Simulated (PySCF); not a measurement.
# [Yb(CH3)2]+: structure and properties

What shape and bonds does [Yb(CH3)2]+ have? It is relaxed from a template within its point group. It is a constructed species; whether it can be made isn't addressed.

Computed with PySCF 2.14.0. Level: PBE0, Yb lcecp-1-SVP with ECP59, C def2-SVP, H def2-SVP; scalar-relativistic core potentials, no spin–orbit coupling.

1 further run of the same task is left out (for a known fault of the program).

## 1. The system as given

9 atoms, charge 1, spin multiplicity 1.

Bond lengths: Yb1–C2 2.392 Å, Yb1–C6 2.392 Å, C2–H3 1.090 Å, C2–H4 1.090 Å, C2–H5 1.090 Å, C6–H7 1.090 Å, C6–H8 1.090 Å, C6–H9 1.090 Å. Angles: C2–Yb1–C6 131.8°, Yb1–C2–H3 109.5°, Yb1–C2–H4 109.5°, Yb1–C2–H5 109.5°, H3–C2–H4 109.5°, H3–C2–H5 109.5°, H4–C2–H5 109.5°, Yb1–C6–H7 109.5°, Yb1–C6–H8 109.5°, Yb1–C6–H9 109.5°, H7–C6–H8 109.5°, H7–C6–H9 109.5°, H8–C6–H9 109.5°.

Geometry (Å):

```xyz
9
charge 1, multiplicity 1
Yb    0.0000    0.0000    0.0000
C     2.1830    0.0000    0.9769
H     2.9344    0.0000    0.1873
H     2.3047    0.8900    1.5944
H     2.3047   -0.8900    1.5944
C    -2.1830    0.0000    0.9769
H    -2.9344    0.0000    0.1873
H    -2.3047   -0.8900    1.5944
H    -2.3047    0.8900    1.5944
```

Formal oxidation states: Yb +3. Each metal's 13 4f electrons lie in its core potential, so multiplicities, spins and levels count the valence alone.

## 2. SCF at the start, singlet

Contents of run.py (the lines that set the calculation):

```python
mol = gto.M(atom='''
Yb     0.00000     0.00000     0.00000
C      2.18300     0.00000     0.97690
H      2.93440     0.00000     0.18730
H      2.30470     0.89000     1.59440
H      2.30470    -0.89000     1.59440
C     -2.18300     0.00000     0.97690
H     -2.93440     0.00000     0.18730
H     -2.30470    -0.89000     1.59440
H     -2.30470     0.89000     1.59440''',
    basis={'Yb': 'lcecp-1-SVP', 'C': 'def2-SVP', 'H': 'def2-SVP'},
    ecp={'Yb': 'lcecp-1-SVP'},
    charge=1, spin=0)
mf = dft.RKS(mol, xc='PBE0')
mf.grids.atom_grid = (50, 194)  # f atoms: unpruned, at least (60, 302)
mf = mf.density_fit()  # fitting sets: Yb AutoAux, C def2-universal-JKFIT, H def2-universal-JKFIT
mf.conv_tol = 1e-08; mf.max_cycle = 55
mf.kernel(dm0)  # dm0: free metal ions and neutral atoms
```

The run is started by

```sh
OMP_NUM_THREADS=2 python run.py
```

The program printed:

```text
init E= -118.385243734343
  HOMO = -0.497576109066138  LUMO = -0.331874459365503  gap/eV = 4.50897
cycle= 1 E= -118.61538542185  delta_E= -0.23  |g|= 0.708  |ddm|= 2.94
  HOMO = -0.323491429732139  LUMO = -0.303310152674273  gap/eV = 0.54916
cycle= 2 E= -118.352340874833  delta_E= 0.263  |g|=  1.1  |ddm|= 2.63
  HOMO = -0.403484186238463  LUMO = -0.27317248789865  gap/eV = 3.54596
cycle= 3 E= -118.761899725143  delta_E= -0.41  |g|= 0.0857  |ddm|= 1.94
  HOMO = -0.412815542737018  LUMO = -0.291377208905015  gap/eV = 3.30451
cycle= 4 E= -118.764751171247  delta_E= -0.00285  |g|= 0.0216  |ddm|= 0.235
  HOMO = -0.408714334388485  LUMO = -0.285389605148872  gap/eV = 3.35584
cycle= 5 E= -118.764914617839  delta_E= -0.000163  |g|= 0.00224  |ddm|= 0.0472
  HOMO = -0.408901471535847  LUMO = -0.285450351700252  gap/eV = 3.35928
cycle= 6 E= -118.764916456777  delta_E= -1.84e-06  |g|= 0.000713  |ddm|= 0.0047
  HOMO = -0.408862534435398  LUMO = -0.28544832672674  gap/eV = 3.35827
cycle= 7 E= -118.764916666215  delta_E= -2.09e-07  |g|= 0.000159  |ddm|= 0.00162
  HOMO = -0.408846033982774  LUMO = -0.285453763860684  gap/eV = 3.35767
cycle= 8 E= -118.76491668254  delta_E= -1.63e-08  |g|= 4.69e-05  |ddm|= 0.000492
  HOMO = -0.408836116697444  LUMO = -0.285454167412057  gap/eV = 3.35739
cycle= 9 E= -118.764916684185  delta_E= -1.65e-09  |g|= 6.74e-06  |ddm|= 0.000197
  HOMO = -0.408834798166515  LUMO = -0.285452911234149  gap/eV = 3.35739
Extra cycle  E= -118.764916684208  delta_E= -2.23e-11  |g|= 3.54e-06  |ddm|= 2.36e-05
converged SCF energy = -118.764916684208
```

Wall time 2.6 s (2 threads of Arm Neoverse V2, shared host); peak memory 0.57 GiB.

Read off: E = -118.764917 Eh, HOMO -11.12 eV, LUMO -7.77 eV, Mulliken charge on Yb1 +1.35 e. 

## 3. Relaxation, singlet

Steps are kept in the start's point group, C2v.

Contents of run.py (the lines that set the calculation):

```python
mol = gto.M(atom='''
Yb     0.00000     0.00000    -0.14830
C      2.18300     0.00000     0.82860
H      2.93440     0.00000     0.03900
H      2.30470     0.89000     1.44610
H      2.30470    -0.89000     1.44610
C     -2.18300     0.00000     0.82860
H     -2.93440     0.00000     0.03900
H     -2.30470    -0.89000     1.44610
H     -2.30470     0.89000     1.44610''',
    basis={'Yb': 'lcecp-1-SVP', 'C': 'def2-SVP', 'H': 'def2-SVP'},
    ecp={'Yb': 'lcecp-1-SVP'},
    charge=1, spin=0)
mf = dft.RKS(mol, xc='PBE0')
mf.grids.atom_grid = (50, 194)  # f atoms: unpruned, at least (60, 302)
mf = mf.density_fit()  # fitting sets: Yb AutoAux, C def2-universal-JKFIT, H def2-universal-JKFIT
mf.conv_tol = 1e-08; mf.max_cycle = 55
mf.kernel(dm0)  # dm0: an SCF of this state at this start
# quasi-Newton relaxation in Cartesian coordinates to a largest gradient under 0.00045 Eh/bohr, steps kept in the point group
```

The run is started by

```sh
OMP_NUM_THREADS=2 python run.py
```

No log is kept here; the results follow.

It took 36 s on 2 threads of Arm Neoverse V2, shared host.

Relaxation path:

```csv
step,energy from step 1 (eV),largest force component (eV/Å)
1,0.0000,2.1010
2,-0.2017,1.0647
3,-0.3653,0.4051
4,-0.4264,0.4511
5,-0.5027,0.1200
6,-0.5283,0.1380
7,-0.5424,0.1506
8,-0.5604,0.2223
9,-0.5744,0.2518
10,-0.5840,0.1476
11,-0.5876,0.0498
12,-0.5884,0.0336
13,-0.5884,0.0194
```

Close pairs (by a distance rule), those that changed most:

| bond | before (Å) | after (Å) | change (Å) |
| --- | --- | --- | --- |
| Yb1–C2 | 2.392 | 2.224 | -0.168 |
| Yb1–C6 | 2.392 | 2.224 | -0.168 |
| C2–H4 | 1.090 | 1.107 | +0.017 |
| C2–H5 | 1.090 | 1.107 | +0.017 |
| C6–H8 | 1.090 | 1.107 | +0.017 |
| C6–H9 | 1.090 | 1.107 | +0.017 |
| C2–H3 | 1.090 | 1.105 | +0.015 |
| C6–H7 | 1.090 | 1.105 | +0.015 |

It ends in C2v at E = -118.786541 Eh.

```xyz
9

Yb    0.0000    0.0000   -0.6367
C     1.7073    0.0000    0.7886
H     2.7043    0.0000    0.3114
H     1.6539    0.8843    1.4520
H     1.6539   -0.8843    1.4520
C    -1.7073    0.0000    0.7886
H    -2.7043    0.0000    0.3114
H    -1.6539   -0.8843    1.4520
H    -1.6539    0.8843    1.4520
```

## 4. The relaxed geometry turned into its symmetry frame

Contents of run.py (the lines that set the calculation):

```python
mol = gto.M(atom='''
Yb     0.00000     0.00000    -0.21833
C      1.70727     0.00000     1.20690
H      2.70427     0.00000     0.72976
H      1.65394     0.88434     1.87033
H      1.65394    -0.88434     1.87033
C     -1.70727     0.00000     1.20690
H     -2.70427     0.00000     0.72976
H     -1.65394    -0.88434     1.87033
H     -1.65394     0.88434     1.87033''',
    basis={'Yb': 'lcecp-1-SVP', 'C': 'def2-SVP', 'H': 'def2-SVP'},
    ecp={'Yb': 'lcecp-1-SVP'},
    charge=1, spin=0)
mf = dft.RKS(mol, xc='PBE0')
mf.grids.atom_grid = (50, 194)  # f atoms: unpruned, at least (60, 302)
mf = mf.density_fit()  # fitting sets: Yb AutoAux, C def2-universal-JKFIT, H def2-universal-JKFIT
mf.conv_tol = 1e-08; mf.max_cycle = 55
mf.kernel(dm0)  # dm0: free metal ions and neutral atoms
```

The run is started by

```sh
OMP_NUM_THREADS=2 python run.py
```

The program printed:

```text
init E= -118.428417283379
  HOMO = -0.533495058583824  LUMO = -0.323885471728547  gap/eV = 5.70377
cycle= 1 E= -118.62817984206  delta_E= -0.2  |g|= 0.749  |ddm|= 2.95
  HOMO = -0.329897114532818  LUMO = -0.268756315612118  gap/eV = 1.66373
cycle= 2 E= -118.335746715615  delta_E= 0.292  |g|= 1.19  |ddm|= 2.52
  HOMO = -0.431698173157017  LUMO = -0.256967396043208  gap/eV = 4.75467
cycle= 3 E= -118.782863961764  delta_E= -0.447  |g|= 0.0956  |ddm|= 1.89
  HOMO = -0.438321561487255  LUMO = -0.273540436347478  gap/eV = 4.48392
cycle= 4 E= -118.786336364413  delta_E= -0.00347  |g|= 0.024  |ddm|= 0.263
  HOMO = -0.433472181762818  LUMO = -0.267018121213679  gap/eV = 4.52945
cycle= 5 E= -118.786536470314  delta_E= -0.0002  |g|= 0.00383  |ddm|= 0.0537
  HOMO = -0.433878876696944  LUMO = -0.267285690733029  gap/eV = 4.53323
cycle= 6 E= -118.786540831935  delta_E= -4.36e-06  |g|= 0.00094  |ddm|= 0.00681
  HOMO = -0.433855543722521  LUMO = -0.267225005420061  gap/eV = 4.53425
cycle= 7 E= -118.786541216289  delta_E= -3.84e-07  |g|= 0.000191  |ddm|= 0.00238
  HOMO = -0.433844569562698  LUMO = -0.267225552997035  gap/eV = 4.53393
cycle= 8 E= -118.786541242796  delta_E= -2.65e-08  |g|= 5.2e-05  |ddm|= 0.0006
  HOMO = -0.433831515046561  LUMO = -0.267220431388891  gap/eV = 4.53372
cycle= 9 E= -118.786541245866  delta_E= -3.07e-09  |g|= 8.71e-06  |ddm|= 0.000294
  HOMO = -0.433830508960295  LUMO = -0.267219418639524  gap/eV = 4.53372
Extra cycle  E= -118.786541245907  delta_E= -4.08e-11  |g|= 4.29e-06  |ddm|= 3.11e-05
converged SCF energy = -118.786541245907
```

Run time: 1.4 s. Hardware: 2 threads of Arm Neoverse V2, shared host.

Result: E = -118.786541 Eh, HOMO -11.81 eV, LUMO -7.27 eV, Mulliken charge on Yb1 +1.22 e. 

## 5. Frequencies and infrared intensities

Edit run.py (the lines that set the calculation) of step 4 so:

```diff
@@ -16,3 +16,4 @@
 mf = mf.density_fit()  # fitting sets: Yb AutoAux, C def2-universal-JKFIT, H def2-universal-JKFIT
-mf.conv_tol = 1e-08; mf.max_cycle = 55
-mf.kernel(dm0)  # dm0: free metal ions and neutral atoms
+mf.conv_tol = 1e-10; mf.max_cycle = 55
+mf.kernel(dm0)  # dm0: the density of the relaxed state
+# Hessian and dipole derivatives by central differences of gradients, 0.02 bohr
```

The run is started by

```sh
OMP_NUM_THREADS=2 python run.py
```

No log is kept here; the results follow.

Wall time 50 s (2 threads of Arm Neoverse V2, shared host).

Point group C2v; negative numbers are unstable modes, and those under 60 cm⁻¹ are near the numerical noise:

```csv
cm⁻¹,km/mol,symmetry
-80,0.0,a2
-19,1.1,b2
130,0.0,a1
388,0.0,a2
400,9.3,b1
422,71.6,b2
479,0.3,a1
482,85.0,b1
512,22.6,a1
1158,2.1,b1
1162,3.1,a1
1368,0.0,a2
1374,4.5,b1
1378,23.9,b2
1386,18.4,a1
3012,10.6,b1
3014,5.4,a1
3112,0.0,a2
3114,0.9,b2
3126,0.0,a1
3127,0.5,b1
```

## 6. Displaced along the imaginary mode

Steps are kept in the start's point group, C2.

Contents of run.py (the lines that set the calculation):

```python
mol = gto.M(atom='''
Yb     0.00000     0.00000    -0.21833
C      1.70727     0.01726     1.20690
H      2.70427    -0.21374     0.72976
H      1.79046     1.02598     1.71605
H      1.51742    -0.74271     2.02461
C     -1.70727    -0.01726     1.20690
H     -2.70427     0.21374     0.72976
H     -1.79046    -1.02598     1.71605
H     -1.51742     0.74271     2.02461''',
    basis={'Yb': 'lcecp-1-SVP', 'C': 'def2-SVP', 'H': 'def2-SVP'},
    ecp={'Yb': 'lcecp-1-SVP'},
    charge=1, spin=0)
mf = dft.RKS(mol, xc='PBE0')
mf.grids.atom_grid = (50, 194)  # f atoms: unpruned, at least (60, 302)
mf = mf.density_fit()  # fitting sets: Yb AutoAux, C def2-universal-JKFIT, H def2-universal-JKFIT
mf.conv_tol = 1e-08; mf.max_cycle = 55
mf.kernel(dm0)  # dm0: an SCF of this state at this start
# quasi-Newton relaxation in Cartesian coordinates to a largest gradient under 0.00045 Eh/bohr, steps kept in the point group
```

The run is started by

```sh
OMP_NUM_THREADS=2 python run.py
```

The driver keeps no SCF log for this step, only its results.

Run time: 13 s. Hardware: 2 threads of Arm Neoverse V2, shared host.

Step by step:

```csv
step,energy from step 1 (eV),largest force component (eV/Å)
1,0.0000,0.7252
2,-0.0604,0.0739
3,-0.0606,0.0520
4,-0.0607,0.0239
5,-0.0607,0.0030
```

Close pairs (by a distance rule), those that changed most:

```
  bond  before (Å)  after (Å)  change (Å)
 C2–H4       1.133      1.107      -0.026
 C6–H8       1.133      1.107      -0.026
 C2–H5       1.132      1.107      -0.026
 C6–H9       1.132      1.107      -0.026
 C2–H3       1.129      1.106      -0.023
 C6–H7       1.129      1.106      -0.023
Yb1–C2       2.224      2.223      -0.001
Yb1–C6       2.224      2.223      -0.001
```

It ends in C2 at E = -118.786574 Eh.

```csv
atom,x (Å),y (Å),z (Å)
Yb1,0.00000,0.00000,-0.21543
C2,1.70814,0.01700,1.20760
H3,2.68883,-0.20852,0.74868
H4,1.79590,1.00068,1.70825
H5,1.53168,-0.72296,2.01134
C6,-1.70814,-0.01700,1.20760
H7,-2.68883,0.20852,0.74868
H8,-1.79590,-1.00068,1.70825
H9,-1.53168,0.72296,2.01134
```

## 7. The relaxed geometry turned into its symmetry frame

Contents of run.py (the lines that set the calculation):

```python
mol = gto.M(atom='''
Yb     0.00000     0.00000    -0.21797
C      1.70814     0.01700     1.20507
H      2.68883    -0.20852     0.74614
H      1.79590     1.00068     1.70572
H      1.53168    -0.72296     2.00880
C     -1.70814    -0.01700     1.20507
H     -2.68883     0.20852     0.74614
H     -1.79590    -1.00068     1.70572
H     -1.53168     0.72296     2.00880''',
    basis={'Yb': 'lcecp-1-SVP', 'C': 'def2-SVP', 'H': 'def2-SVP'},
    ecp={'Yb': 'lcecp-1-SVP'},
    charge=1, spin=0)
mf = dft.RKS(mol, xc='PBE0')
mf.grids.atom_grid = (50, 194)  # f atoms: unpruned, at least (60, 302)
mf = mf.density_fit()  # fitting sets: Yb AutoAux, C def2-universal-JKFIT, H def2-universal-JKFIT
mf.conv_tol = 1e-08; mf.max_cycle = 55
mf.kernel(dm0)  # dm0: free metal ions and neutral atoms
```

The run is started by

```sh
OMP_NUM_THREADS=2 python run.py
```

The program printed:

```text
init E= -118.428009662827
  HOMO = -0.533402246379223  LUMO = -0.323991660737937  gap/eV = 5.69835
cycle= 1 E= -118.628426236371  delta_E= -0.2  |g|= 0.749  |ddm|= 2.96
  HOMO = -0.329844680465969  LUMO = -0.2687441228825  gap/eV = 1.66263
cycle= 2 E= -118.337714269805  delta_E= 0.291  |g|= 1.19  |ddm|= 2.51
  HOMO = -0.431635958655523  LUMO = -0.256970627798832  gap/eV = 4.75289
cycle= 3 E= -118.782909257441  delta_E= -0.445  |g|= 0.0954  |ddm|= 1.89
  HOMO = -0.438243990008102  LUMO = -0.273525156561323  gap/eV = 4.48223
cycle= 4 E= -118.786370474711  delta_E= -0.00346  |g|= 0.0239  |ddm|= 0.263
  HOMO = -0.433400414690675  LUMO = -0.267015583924946  gap/eV = 4.52756
cycle= 5 E= -118.786569695399  delta_E= -0.000199  |g|= 0.00382  |ddm|= 0.0537
  HOMO = -0.433804995140607  LUMO = -0.267282642421065  gap/eV = 4.53130
cycle= 6 E= -118.786574044853  delta_E= -4.35e-06  |g|= 0.000939  |ddm|= 0.00681
  HOMO = -0.433781364197554  LUMO = -0.267222179177375  gap/eV = 4.53231
cycle= 7 E= -118.786574428629  delta_E= -3.84e-07  |g|= 0.000192  |ddm|= 0.00238
  HOMO = -0.433770244137943  LUMO = -0.26722259486967  gap/eV = 4.53199
cycle= 8 E= -118.786574455179  delta_E= -2.65e-08  |g|= 5.19e-05  |ddm|= 0.000602
  HOMO = -0.433757177580771  LUMO = -0.267217459083042  gap/eV = 4.53178
cycle= 9 E= -118.78657445825  delta_E= -3.07e-09  |g|= 8.7e-06  |ddm|= 0.000294
  HOMO = -0.433756191690554  LUMO = -0.267216446295933  gap/eV = 4.53178
Extra cycle  E= -118.786574458292  delta_E= -4.16e-11  |g|= 4.29e-06  |ddm|= 3.11e-05
converged SCF energy = -118.786574458292
```

It took 1.3 s on 2 threads of Arm Neoverse V2, shared host.

Read off: E = -118.786574 Eh, HOMO -11.80 eV, LUMO -7.27 eV, Mulliken charge on Yb1 +1.21 e. 

## 8. Harmonic vibrations

Edit run.py (the lines that set the calculation) of step 7 so:

```diff
@@ -16,3 +16,4 @@
 mf = mf.density_fit()  # fitting sets: Yb AutoAux, C def2-universal-JKFIT, H def2-universal-JKFIT
-mf.conv_tol = 1e-08; mf.max_cycle = 55
-mf.kernel(dm0)  # dm0: free metal ions and neutral atoms
+mf.conv_tol = 1e-10; mf.max_cycle = 55
+mf.kernel(dm0)  # dm0: the density of the relaxed state
+# Hessian and dipole derivatives by central differences of gradients, 0.02 bohr
```

The run is started by

```sh
OMP_NUM_THREADS=2 python run.py
```

The driver keeps no SCF log for this step, only its results.

Wall time 72 s (2 threads of Arm Neoverse V2, shared host).

Point group C2; negative numbers are unstable modes, and those under 60 cm⁻¹ are near the numerical noise:

```
cm⁻¹  km/mol  symmetry
  51     0.0         a
  64     1.3         b
 136     0.0         a
 391     0.0         a
 404    14.7         b
 424    63.6         b
 483    86.5         b
 484     1.3         a
 517    21.6         a
1159     2.3         b
1163     3.1         a
1370     2.8         a
1374    13.4         b
1379    13.9         b
1386    15.3         a
3009    10.8         b
3011     5.4         a
3111     0.0         a
3112     0.7         b
3122     0.1         a
3123     0.6         b
```

## 9. Charges, bond orders and levels

Contents of run.py (the lines that set the calculation):

```python
mol = gto.M(atom='''
Yb     0.00000     0.00000    -0.21543
C      1.70814     0.01700     1.20760
H      2.68883    -0.20852     0.74868
H      1.79590     1.00068     1.70825
H      1.53168    -0.72296     2.01134
C     -1.70814    -0.01700     1.20760
H     -2.68883     0.20852     0.74868
H     -1.79590    -1.00068     1.70825
H     -1.53168     0.72296     2.01134''',
    basis={'Yb': 'lcecp-1-SVP', 'C': 'def2-SVP', 'H': 'def2-SVP'},
    ecp={'Yb': 'lcecp-1-SVP'},
    charge=1, spin=0)
mf = dft.RKS(mol, xc='PBE0')
mf.grids.atom_grid = (75, 302)  # f atoms: unpruned, at least (60, 302)
mf = mf.density_fit()  # fitting sets: Yb AutoAux, C def2-universal-JKFIT, H def2-universal-JKFIT
mf.conv_tol = 1e-09; mf.max_cycle = 55
mf.kernel(dm0)  # dm0: the density of the relaxed state
```

The run is started by

```sh
OMP_NUM_THREADS=2 python run.py
```

The program printed:

```text
init E= -118.786591187452
  HOMO = -0.433754317168257  LUMO = -0.267218894267366  gap/eV = 4.53166
cycle= 1 E= -118.786591189466  delta_E= -2.01e-09  |g|= 2.16e-05  |ddm|= 0.000224
  HOMO = -0.43375645470099  LUMO = -0.267215630767145  gap/eV = 4.53181
cycle= 2 E= -118.786591189354  delta_E= 1.12e-10  |g|= 2.98e-05  |ddm|= 8.75e-05
  HOMO = -0.433751527419782  LUMO = -0.267219046092432  gap/eV = 4.53158
Extra cycle  E= -118.786591189031  delta_E= 3.24e-10  |g|= 4.45e-05  |ddm|= 0.000107
converged SCF energy = -118.786591189031
```

Run time: 12 s. Hardware: 2 threads of Arm Neoverse V2, shared host.

Read off: E = -118.786591 Eh, HOMO -11.80 eV, LUMO -7.27 eV, Mulliken charge on Yb1 +1.21 e, largest force component 0.005 eV/Å. 

Löwdin charges:

```csv
atom,value (e)
Yb1,1.11
C2,-0.32
H3,0.08
H4,0.09
H5,0.09
C6,-0.32
H7,0.08
H8,0.09
H9,0.09
```

Mulliken charges: Yb1 +1.21, C2 -0.52, H3 +0.13, H4 +0.14, H5 +0.14, C6 -0.52, H7 +0.13, H8 +0.14, H9 +0.14 e.

Contacts (the nearest donor of each ligand) and Mayer bond orders:

```
     contact  distance (Å)  bond order
Yb1–C2 (CH3)         2.223        1.12
Yb1–C6 (CH3)         2.223        1.12
```

Mulliken populations of Yb1 outside the core potential: s 2.57, p 6.15, d 1.05, f 0.02.

Orbitals, density, ELF and potential are computed afterwards from the orbital file.

Frontier orbitals at PBE0, with the share of their density that lies nearest to each atom:

```csv
orbital,energy (eV),lies on
HOMO,-11.80,"C2, C6 about 27 % each; Yb1 23 %"
LUMO,-7.27,Yb1 84 %
```

ELF in a plane through or near 5 of the atoms.

Values, 10 rows by 14 columns:
```
0.00 0.00 0.00 0.00 0.00 0.00 0.00 0.00 0.00 0.00 0.00 0.00 0.00 0.00
0.00 0.00 0.00 0.00 0.00 0.00 0.00 0.00 0.00 0.00 0.00 0.00 0.00 0.00
0.00 0.00 0.00 0.00 0.02 0.03 0.00 0.00 0.01 0.03 0.01 0.00 0.00 0.00
0.00 0.00 0.00 0.04 0.20 0.33 0.08 0.01 0.21 0.31 0.09 0.02 0.00 0.00
0.00 0.00 0.07 0.22 0.61 0.69 0.31 0.07 0.54 0.72 0.40 0.16 0.01 0.00
0.00 0.00 0.78 0.97 0.47 0.39 0.59 0.14 0.84 0.27 0.95 0.95 0.23 0.00
0.00 0.00 0.71 0.96 0.67 0.59 0.65 0.63 0.36 0.64 0.88 0.94 0.14 0.00
0.00 0.00 0.01 0.06 0.10 0.13 0.81 0.81 0.53 0.11 0.06 0.05 0.00 0.00
0.00 0.00 0.00 0.00 0.03 0.30 0.30 0.19 0.35 0.11 0.00 0.00 0.00 0.00
0.00 0.00 0.00 0.00 0.00 0.04 0.06 0.03 0.08 0.00 0.00 0.00 0.00 0.00
```
The map spans 10.6 Å across and 8.1 Å up, centred on the molecule. Atoms in the plane (x, y in Å): Yb1 (0.0, -1.5), C2 (-1.7, 0.0), H3 (-2.7, -0.5), C6 (1.7, 0.0), H7 (2.7, -0.5).

On the surface of density 0.002 e/bohr³ the electrostatic potential runs, from the 1st to the 99th percentile, from 3.08 to 11.97 V.

## 10. Results

| quantity | value |
| --- | --- |
| state and point group | singlet in the valence, C2 |
| first geometry: modes | -80 to 3127 cm⁻¹, 1 unstable |
| first geometry: strongest infrared band (modes within 1.5 cm⁻¹ summed) | 482 cm⁻¹ (85 km/mol) |
| modes | 51 to 3123 cm⁻¹, none unstable |
| strongest infrared band (modes within 1.5 cm⁻¹ summed) | 483 cm⁻¹ (88 km/mol) |
| zero-point energy | 1.815 eV |
| ideal gas, 298 K, 1 bar | S = 351.8, Cp = 95.8 J/(mol K) |
| metal–ligand contacts | 2.22 Å |
| frontier levels | HOMO -11.80 eV, LUMO -7.27 eV |
| dipole about the centre of mass | 3.37 D |
| mean polarisability | 8.5 Å³ |

In words: At the first geometry 1 mode is unstable, so this structure is a saddle point; the molecule was then pushed along the lowest one and relaxed again. All modes are real within the noise of the softest ones, so the structure is a minimum. The metal carries +1.11 e by Löwdin's partition against a formal +3, and bond orders to the nearest donors reach 1.12. Both measures hang on the basis. Leaving the first, C2v structure gained 0.00 eV and gave C2. One start shape was tried, so another isomer may lie lower. The bases are small and lack diffuse functions. Spin–orbit coupling is left out.
